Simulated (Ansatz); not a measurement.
# C3H5AlO2: how energies converge with the basis set

The task here is to estimate one member of a computed series from the others.

Program: Ansatz 0.2.0, Gaussian basis. Level of theory: one geometry, several basis sets. These are calculated values, not measurements.

The runs, in order: PBE0-D4/def2-SVP; ωB97M-V/def2-SVP; PBE0-D4/def2-QZVPP; ωB97M-V/def2-QZVPP; the functionals' def2-TZVPP values are taken from earlier runs.

## Structure used throughout

All runs share one geometry, relaxed beforehand with PBE0-D4 in a triple-zeta def2 set.

SMILES `C#CO[CH2][AlH][OH]`, 11 atoms, charge 0, spin multiplicity 1.

Atoms are counted from 1 here; the program's logs count them from 0.

Bond lengths: C1–C2 1.215 Å, C1–H7 1.065 Å, C2–O3 1.271 Å, O3–C4 1.513 Å, C4–Al5 2.039 Å, C4–H8 1.091 Å, C4–H9 1.091 Å, Al5–O6 1.705 Å, Al5–H10 1.580 Å, O6–H11 0.955 Å. Angles: C2–C1–H7 168.4°, C1–C2–O3 169.6°, C2–O3–C4 104.6°, O3–C4–Al5 102.5°, O3–C4–H8 105.0°, O3–C4–H9 104.7°, Al5–C4–H8 117.1°, Al5–C4–H9 117.3°, H8–C4–H9 108.5°, C4–Al5–O6 118.3°, C4–Al5–H10 120.3°, O6–Al5–H10 115.7°, Al5–O6–H11 124.6°.

The first run:

in.yaml reads:

```yaml
crystal:
  periodic: [false, false, false]
  atoms:
    - {symbol: C, position_ang: [-0.563520, 1.297585, 1.251226]}
    - {symbol: C, position_ang: [-1.148889, 0.276828, 0.949953]}
    - {symbol: O, position_ang: [-1.595370, -0.814132, 0.475286]}
    - {symbol: C, position_ang: [-0.683671, -1.124021, -0.691374]}
    - {symbol: Al, position_ang: [0.680151, 0.389511, -0.601632]}
    - {symbol: O, position_ang: [2.227071, 0.048173, 0.027937]}
    - {symbol: H, position_ang: [-0.214423, 2.220121, 1.652659]}
    - {symbol: H, position_ang: [-1.339407, -1.150178, -1.563129]}
    - {symbol: H, position_ang: [-0.322603, -2.135561, -0.498652]}
    - {symbol: H, position_ang: [0.608214, 1.589033, -1.626844]}
    - {symbol: H, position_ang: [2.417748, -0.654459, 0.645269]}
basis:
  gaussian: {orbitals: def2-SVP}
hamiltonian: {xc: pbe0, dispersion: d4}
output: {orbitals: {seedname: orbitals}}
```

Steps of the session up to this table: PBE0-D4 in def2-SVP; ωB97M-V in def2-SVP; PBE0-D4 in def2-QZVPP; ωB97M-V in def2-QZVPP.

One of the session's tables, all rows but one given; the rest of the session is left out.

It belongs to the step «Density functionals: the series». 

```
functional       basis  HOMO (eV)
   PBE0-D4    def2-SVP          ?
   PBE0-D4  def2-TZVPP      -7.82
   PBE0-D4  def2-QZVPP      -7.85
   ωB97M-V    def2-SVP      -9.99
   ωB97M-V  def2-TZVPP     -10.06
   ωB97M-V  def2-QZVPP     -10.08
```

Q: Estimate the row for PBE0-D4, def2-SVP from the others.

**Answer.** HOMO (eV): -7.78. In the column «HOMO (eV)» it is the highest.
